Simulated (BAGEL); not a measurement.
**GaNH3O (SMILES [NH2][Ga][OH]) at ROHF/aug-cc-pVDZ (density fitting with qzvpp-jkfit)**

What is the energy change on altering one bond length of GaNH3O at ROHF/aug-cc-pVDZ (density fitting with qzvpp-jkfit)? 

The results are computed with BAGEL 1.2.2.

7 further runs of the same task are left out: 4 that didn't finish, 3 set aside as unsound or not needed. Runs told in other sessions of the task aren't counted.

### Step 1. Starting point

GaNH3O: 6 atoms, total charge 0, spin state doublet. As SMILES, `[NH2][Ga][OH]`. The coordinates come from a PBE0-D4/def2-TZVP relaxation. This is one conformer, not always the lowest.

Bond lengths: N1–Ga2 1.856 Å, Ga2–O3 1.803 Å, N1–H4 1.010 Å, N1–H5 1.013 Å, O3–H6 0.962 Å. Angles: N1–Ga2–O3 117.5°, Ga2–N1–H4 117.4°, Ga2–N1–H5 116.4°, Ga2–O3–H6 112.9°, H4–N1–H5 109.3°.

### Step 2. A single-point energy at ROHF/aug-cc-pVDZ (density fitting with qzvpp-jkfit)

job.json

```json
{ "bagel": [

{
  "title": "molecule",
  "basis": "aug-cc-pvdz.json",
  "df_basis": "qzvpp-jkfit",
  "angstrom": "true",
  "geometry": [
    { "atom": "N", "xyz": [    0.818300,    0.748100,   -0.272500 ] },
    { "atom": "Ga", "xyz": [    0.079400,   -0.917100,   -0.625000 ] },
    { "atom": "O", "xyz": [   -1.211000,   -1.506700,    0.487100 ] },
    { "atom": "H", "xyz": [    1.452600,    1.129700,   -0.959600 ] },
    { "atom": "H", "xyz": [    0.176800,    1.471700,    0.028300 ] },
    { "atom": "H", "xyz": [   -1.274100,   -0.989600,    1.295500 ] }
  ]
},
{
  "title": "rohf",
  "nopen": 1
},
{
  "title": "print",
  "file": "orbitals.molden",
  "orbitals": "true"
}

]}
```

The basis set aug-cc-pVDZ is read from a file made from the Basis Set Exchange's data (not shown).

Launch:

```sh
BAGEL_NUM_THREADS=1 BAGEL job.json > job.out
```

Output:

```text
* using 1 threads per process

  ===============================================================
  ===============================================================

  *** Geometry ***

  { "atom" : "N", "xyz" : [      1.546363,      1.413704,     -0.514950 ] },
  { "atom" : "Ga", "xyz" : [      0.150044,     -1.733068,     -1.181079 ] },
  { "atom" : "O", "xyz" : [     -2.288458,     -2.847250,      0.920486 ] },
  { "atom" : "H", "xyz" : [      2.745016,      2.134824,     -1.813381 ] },
  { "atom" : "H", "xyz" : [      0.334104,      2.781110,      0.053479 ] },
  { "atom" : "H", "xyz" : [     -2.407700,     -1.870073,      2.448140 ] },

  Number of auxiliary basis functions:      474

  Since a DF basis is specified, we compute 2- and 3-index integrals:
    o Being stored without compression. Storage requirement is 0.045 GB

  Number of basis functions:      109
  Number of electrons      :       49

    * METHOD: MOLECULE                             0.17

  *** Open-shell HF ***

  === Nuclear Repulsion ===
   180.2112626219

      * DIIS with orbital gradients will be used.

  === ROHF iteration (aug-cc-pvdz.json) ===
      0      -2053.67611942          0.05468013           0.12
      1      -2053.94409062          0.05299208           0.12
      2      -2054.12969219          0.03226570           0.11
      3      -2054.31355302          0.00308257           0.12
      4      -2054.31683309          0.00089081           0.12
      5      -2054.31754443          0.00044603           0.12
      6      -2054.31770462          0.00016525           0.11
      7      -2054.31774252          0.00006367           0.12
      8      -2054.31775228          0.00002345           0.11
      9      -2054.31775568          0.00000913           0.12
     10      -2054.31775646          0.00000504           0.11
     11      -2054.31775635          0.00000226           0.12
     12      -2054.31775638          0.00000100           0.12
     13      -2054.31775637          0.00000053           0.12
     14      -2054.31775638          0.00000024           0.12
     15      -2054.31775638          0.00000009           0.12
     16      -2054.31775638          0.00000003           0.12
     17      -2054.31775639          0.00000002           0.11
     18      -2054.31775639          0.00000001           0.11
    * SCF iteration converged.

    * S^2 (ROHF) is 0.7500

    * Permanent dipole moment:
           (   -0.297398,    -0.689758,     0.293823) a.u.

    * METHOD: ROHF                                 2.35

    * METHOD: PRINT                                0.02

  ===============================================================
```

Run time: 2.7 s. Hardware: 1 thread of AMD EPYC 9R45 (Zen 5), shared host; peak memory 0.15 GiB.

### Step 3. The distorted shape

input.json

```json
{ "bagel": [

{
  "title": "molecule",
  "basis": "aug-cc-pvdz.json",
  "df_basis": "qzvpp-jkfit",
  "angstrom": "true",
  "geometry": [
    { "atom": "N", "xyz": [    1.463524,    1.042911,   -0.828571 ] },
    { "atom": "Ga", "xyz": [    0.724624,   -0.622289,   -1.181071 ] },
    { "atom": "O", "xyz": [   -1.211000,   -1.506700,    0.487100 ] },
    { "atom": "H", "xyz": [    2.097824,    1.424511,   -1.515671 ] },
    { "atom": "H", "xyz": [    0.822024,    1.766511,   -0.527771 ] },
    { "atom": "H", "xyz": [   -1.274100,   -0.989600,    1.295500 ] }
  ]
},
{ "title": "rohf", "nopen": 1 },
{ "title": "print", "file": "orbitals.molden", "orbitals": "true" }

]}
```

The basis set aug-cc-pVDZ is read from a file made from the Basis Set Exchange's data (not shown).

Launch:

```sh
BAGEL_NUM_THREADS=1 BAGEL input.json > input.out
```

Output:

```text
* using 1 threads per process

  ===============================================================
  ===============================================================

  *** Geometry ***

  { "atom" : "N", "xyz" : [      2.765660,      1.970816,     -1.565772 ] },
  { "atom" : "Ga", "xyz" : [      1.369341,     -1.175956,     -2.231901 ] },
  { "atom" : "O", "xyz" : [     -2.288458,     -2.847250,      0.920486 ] },
  { "atom" : "H", "xyz" : [      3.964313,      2.691936,     -2.864203 ] },
  { "atom" : "H", "xyz" : [      1.553400,      3.338222,     -0.997343 ] },
  { "atom" : "H", "xyz" : [     -2.407700,     -1.870073,      2.448140 ] },

  Number of auxiliary basis functions:      474

  Since a DF basis is specified, we compute 2- and 3-index integrals:
    o Being stored without compression. Storage requirement is 0.045 GB

  Number of basis functions:      109
  Number of electrons      :       49

    * METHOD: MOLECULE                             0.17

  *** Open-shell HF ***

  === Nuclear Repulsion ===
   151.4545949405

      * DIIS with orbital gradients will be used.

  === ROHF iteration (aug-cc-pvdz.json) ===
      0      -2053.54379109          0.05577544           0.11
      1      -2053.50046256          0.06995514           0.11
      2      -2053.68071983          0.04888472           0.11
      3      -2054.20221261          0.00609976           0.11
      4      -2054.20879841          0.00244214           0.11
      5      -2054.21047752          0.00079751           0.11
      6      -2054.21099832          0.00039694           0.11
      7      -2054.21126220          0.00025474           0.11
      8      -2054.21141779          0.00020833           0.11
      9      -2054.21153353          0.00015524           0.11
     10      -2054.21161046          0.00012888           0.11
     11      -2054.21162387          0.00005182           0.11
     12      -2054.21169078          0.00001975           0.11
     13      -2054.21171561          0.00001442           0.11
     14      -2054.21170957          0.00000817           0.11
     15      -2054.21171216          0.00000468           0.10
     16      -2054.21171253          0.00000208           0.10
     17      -2054.21171351          0.00000071           0.10
     18      -2054.21171412          0.00000043           0.11
     19      -2054.21171417          0.00000023           0.11
     20      -2054.21171426          0.00000015           0.11
     21      -2054.21171428          0.00000008           0.11
     22      -2054.21171428          0.00000003           0.11
     23      -2054.21171427          0.00000002           0.11
     24      -2054.21171426          0.00000001           0.11
    * SCF iteration converged.

    * S^2 (ROHF) is 0.7500

    * Permanent dipole moment:
           (   -1.682927,    -1.350159,     1.497731) a.u.

    * METHOD: ROHF                                 2.87

    * METHOD: PRINT                                0.02

  ===============================================================
```

It took 3.3 s on 1 thread of AMD EPYC 9R45 (Zen 5), shared host; peak memory 0.15 GiB.

### Step 4. Outcome

Level: ROHF/aug-cc-pVDZ (density fitting with qzvpp-jkfit).

```
                                                          quantity           value
                                         first shape: total energy  -2054.31776 Eh
                                        first shape: dipole moment          2.05 D
                                                 first shape: ⟨S²⟩           0.750
                                     distorted shape: total energy  -2054.21171 Eh
                                    distorted shape: dipole moment          6.68 D
                                             distorted shape: ⟨S²⟩           0.750
energy change with the Ga2–O3 bond stretched from 1.803 to 2.704 Å        2.886 eV
```

With the Ga2–O3 bond stretched from 1.803 to 2.704 Å the energy rises by 2.89 eV (278 kJ/mol). The first shape isn't relaxed at this level, so the change isn't measured from a minimum.
